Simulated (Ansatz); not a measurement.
**BClH₆Si₂: a ladder of functionals and wavefunction methods**

An exercise on one series of results from a longer session: the logs are not shown, and one member is left open.

Computed with Ansatz 0.2.0, Gaussian basis. Level: functionals in def2-TZVPP, the program's frozen cores in correlated methods.

The runs, in order: LDA (SPW92), PBE-D4, revPBE-D4, BLYP-D4, r2SCAN-D4, B97M-V, PBE0-D4, B3LYP-D4, r2SCANh-D4, r2SCAN0-D4, HSE06-D4, BHLYP-D4, CAM-B3LYP-D4, LC-ωPBE, ωB97X-V, ωB97M-V, B2PLYP, PBE-QIDH; CCSD(T)/def2-SVP; CCSD(T)/def2-TZVPP; MP2/def2-QZVPP; extrapolation to the limit; RPA on PBE.

## Structure used throughout

An earlier PBE0-D4 in a triple-zeta def2 set relaxation fixed the geometry.

SMILES `[SiH3]B[SiH2]Cl`, 10 atoms, charge 0, spin multiplicity 1.

Atoms are counted from 1 here; the program's logs count them from 0.

Bond lengths: Si1–B2 2.010 Å, Si1–H5 1.489 Å, Si1–H6 1.488 Å, Si1–H7 1.493 Å, B2–Si3 1.996 Å, B2–H8 1.195 Å, Si3–Cl4 2.064 Å, Si3–H9 1.488 Å, Si3–H10 1.490 Å. Angles: B2–Si1–H5 111.5°, B2–Si1–H6 114.1°, B2–Si1–H7 105.9°, H5–Si1–H6 108.7°, H5–Si1–H7 108.3°, H6–Si1–H7 108.1°, Si1–B2–Si3 120.2°, Si1–B2–H8 118.0°, Si3–B2–H8 121.8°, B2–Si3–Cl4 115.2°, B2–Si3–H9 110.2°, B2–Si3–H10 108.1°, Cl4–Si3–H9 107.3°, Cl4–Si3–H10 107.6°, H9–Si3–H10 108.1°.

Coordinates:

```xyz
10
charge 0, multiplicity 1
Si   -1.5878    0.5284   -0.6006
B    -0.0213   -0.7124   -0.3873
Si    1.5156   -0.1989    0.7779
Cl    3.1299   -1.4842    0.7233
H    -2.8811   -0.2015   -0.4922
H    -1.5985    1.6648    0.3598
H    -1.4796    1.0886   -1.9808
H    -0.0370   -1.7445   -0.9898
H     2.0128    1.1535    0.4071
H     1.0301   -0.1449    2.1853
```

Set-up of the first run:

Input file in.yaml:

```yaml
crystal:
  periodic: [false, false, false]
  atoms:
    - {symbol: Si, position_ang: [-1.587774, 0.528372, -0.600581]}
    - {symbol: B, position_ang: [-0.021291, -0.712396, -0.387277]}
    - {symbol: Si, position_ang: [1.515596, -0.198853, 0.777937]}
    - {symbol: Cl, position_ang: [3.129873, -1.484235, 0.723305]}
    - {symbol: H, position_ang: [-2.881124, -0.201485, -0.492226]}
    - {symbol: H, position_ang: [-1.598461, 1.664769, 0.359806]}
    - {symbol: H, position_ang: [-1.479563, 1.088616, -1.980775]}
    - {symbol: H, position_ang: [-0.037030, -1.744465, -0.989818]}
    - {symbol: H, position_ang: [2.012840, 1.153511, 0.407133]}
    - {symbol: H, position_ang: [1.030134, -0.144934, 2.185298]}
basis:
  gaussian: {orbitals: def2-TZVPP}
hamiltonian: {xc: lda}
output: {orbitals: {seedname: orbitals}}
```

Run with:

```
$ ansatz run in.yaml --threads 2 --pin off --events-out ev --progress --plain --max-ram 4352MiB
```

Among the steps run: LDA; PBE-D4 (GGA); revPBE-D4 (GGA); BLYP-D4 (GGA); r2SCAN-D4 (meta-GGA); B97M-V (meta-GGA); B3LYP-D4 (hybrid); r2SCANh-D4 (hybrid); r2SCAN0-D4 (hybrid); HSE06-D4 (hybrid); BHLYP-D4 (hybrid); CAM-B3LYP-D4 (range-separated); LC-ωPBE (range-separated); ωB97X-V (range-separated); ωB97M-V (range-separated); B2PLYP (double hybrid); PBE-QIDH (double hybrid).

One of the session's tables, all rows but one given; the rest of the session is left out.

It belongs to the step «Frontier levels by functional». 

```
  functional  HOMO (eV)  LUMO (eV)  gap (eV)
 LDA (SPW92)      -6.91      -4.29      2.62
      PBE-D4      -6.82      -4.07      2.75
   revPBE-D4      -6.78      -3.97      2.82
     BLYP-D4      -6.69      -3.86      2.83
   r2SCAN-D4      -7.09      -3.82      3.28
      B97M-V      -7.23      -3.95      3.28
     PBE0-D4      -8.02      -3.12      4.89
    B3LYP-D4      -7.81      -3.28      4.53
  r2SCANh-D4      -7.53      -3.49      4.04
  r2SCAN0-D4      -8.19      -2.99      5.20
    HSE06-D4      -7.62      -3.51      4.11
    BHLYP-D4      -9.11      -2.03      7.09
CAM-B3LYP-D4      -9.33      -1.95      7.38
     LC-ωPBE     -10.67      -0.82      9.85
     ωB97X-V          ?          ?         ?
     ωB97M-V     -10.11      -1.14      8.98
```

Estimate the missing values for ωB97X-V.

As computed: HOMO (eV): -10.32; LUMO (eV): -0.91; gap (eV): 9.41. In the column «HOMO (eV)» it lies between LC-ωPBE (-10.67) and ωB97M-V (-10.11).
